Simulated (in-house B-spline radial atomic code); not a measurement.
# Lu²⁶⁺: excited configurations

Wanted: excitation energies of Lu²⁶⁺ as differences of total energies (ΔSCF).

Method: Dirac-Hartree-Fock, average of configuration, Fermi nucleus, basis-set limit. Code: in-house B-spline radial atomic code version 1.

### Step 1. Starting point

```
element       : lutetium (Z = 71)
charge        : +26
electrons     : 45
configuration : [Kr] 4d9
Hamiltonian   : Dirac-Coulomb
nucleus       : Fermi, rms radius 5.370 fm
```

Outer shells as boxes (Hund's rule):

[Kr] 4d9
```
[Kr] core
4d [↑↓][↑↓][↑↓][↑↓][↑ ]
```

The boxes draw the filling by Hund's rule, which heavy ions in jj coupling don't follow; these runs average over all states of the configuration.

Input settings:

```ini
Z = 71
electrons = 45.0
configuration = [Kr] 4d9
hamiltonian = dirac
method = hf
spin_polarised = False
nucleus = fermi
rms_radius = 5.37
mass_number = 175
atomic_mass = 174.940777211
speed_of_light = 137.035999084
```

The reference is known from an earlier run: -14271.706936 hartree in all. Up to eight levels, counted from the top:

| orbital | occupation | energy (eV) | <r> (bohr) |
| --- | --- | --- | --- |
| 3p3/2 | 4 | -2942.71 | 0.2147 |
| 3d3/2 | 4 | -2556.53 | 0.1889 |
| 3d5/2 | 6 | -2503.97 | 0.1931 |
| 4s1/2 | 2 | -1332.25 | 0.4508 |
| 4p1/2 | 2 | -1232.80 | 0.4522 |
| 4p3/2 | 4 | -1166.29 | 0.4750 |
| 4d3/2 | 3.6 | -1002.51 | 0.4744 |
| 4d5/2 | 5.4 | -989.08 | 0.4815 |

### Step 2. Run with [Ar] 3d9 4s2 4p6 4d9 7s1

Input settings:

```ini
Z = 71
electrons = 45.0
configuration = [Ar] 3d9 4s2 4p6 4d9 7s1
hamiltonian = dirac
method = hf
spin_polarised = False
nucleus = fermi
rms_radius = 5.37
mass_number = 175
atomic_mass = 174.940777211
speed_of_light = 137.035999084
```

### Step 3. Run with [Ar] 3d10 4s2 4p5 4d9 8d1

The settings differ from step 2 so:

```diff
@@ -2,3 +2,3 @@
 electrons = 45.0
-configuration = [Ar] 3d9 4s2 4p6 4d9 7s1
+configuration = [Ar] 3d10 4s2 4p5 4d9 8d1
 hamiltonian = dirac
```

### Step 4. Run with [Ar] 3d9 4s2 4p6 4d9 6s1

The settings differ from step 3 so:

```diff
@@ -2,3 +2,3 @@
 electrons = 45.0
-configuration = [Ar] 3d10 4s2 4p5 4d9 8d1
+configuration = [Ar] 3d9 4s2 4p6 4d9 6s1
 hamiltonian = dirac
```

### Step 5. Run with [Ar] 3d9 4s2 4p6 4d9 7p1

The settings differ from step 4 so:

```diff
@@ -2,3 +2,3 @@
 electrons = 45.0
-configuration = [Ar] 3d9 4s2 4p6 4d9 6s1
+configuration = [Ar] 3d9 4s2 4p6 4d9 7p1
 hamiltonian = dirac
```

### Step 6. Run with [Kr] 4d8 7s1

The settings differ from step 5 so:

```diff
@@ -2,3 +2,3 @@
 electrons = 45.0
-configuration = [Ar] 3d9 4s2 4p6 4d9 7p1
+configuration = [Kr] 4d8 7s1
 hamiltonian = dirac
```

**Question.** How far above the reference does each configuration lie (order and size, in eV)?

**Answer**, as computed:

| net move | configuration | energy above the reference (eV) | with Breit, QED, recoil (eV) | largest <r> (bohr) |
| --- | --- | --- | --- | --- |
| 4d → 7s | [Kr] 4d8 7s1 | 703.75 | 703.53 | 1.92 |
| 4p → 8d | [Ar] 3d10 4s2 4p5 4d9 8d1 | 1000.86 | 999.59 | 2.87 |
| 3d → 6s | [Ar] 3d9 4s2 4p6 4d9 6s1 | 2085.54 | 2083.77 | 1.31 |
| 3d → 7s | [Ar] 3d9 4s2 4p6 4d9 7s1 | 2219.17 | 2217.23 | 1.91 |
| 3d → 7p | [Ar] 3d9 4s2 4p6 4d9 7p1 | 2235.41 | 2233.41 | 2.01 |

Quantum defects of the promoted electron, δ = n − ζ/√(−2ε) with ζ = 27 and ε its orbital energy in hartree:

| promotion | δ |
| --- | --- |
| 4d → 7s | 1.143 |
| 4p → 8d | 0.698 |
| 3d → 6s | 1.161 |
| 3d → 7s | 1.152 |
| 3d → 7p | 0.981 |

The energies run from 703.75 eV (4d → 7s) to 2235.41 eV (3d → 7p). 3 of them lie more than 2 % above the ionisation threshold that Koopmans' theorem gives (989.08 eV), where such states can decay by emitting an electron. Of those tabulated, the defect is largest for 6s (1.16) and least for 8d (0.70); at this charge much of the defect is relativistic. Two partly filled shells share a symmetry and can mix in the average, which may lower the energy, for: 4p → 8d; 3d → 6s; 3d → 7s; 3d → 7p. These are averages over configurations, without correlation, not spectroscopic levels.
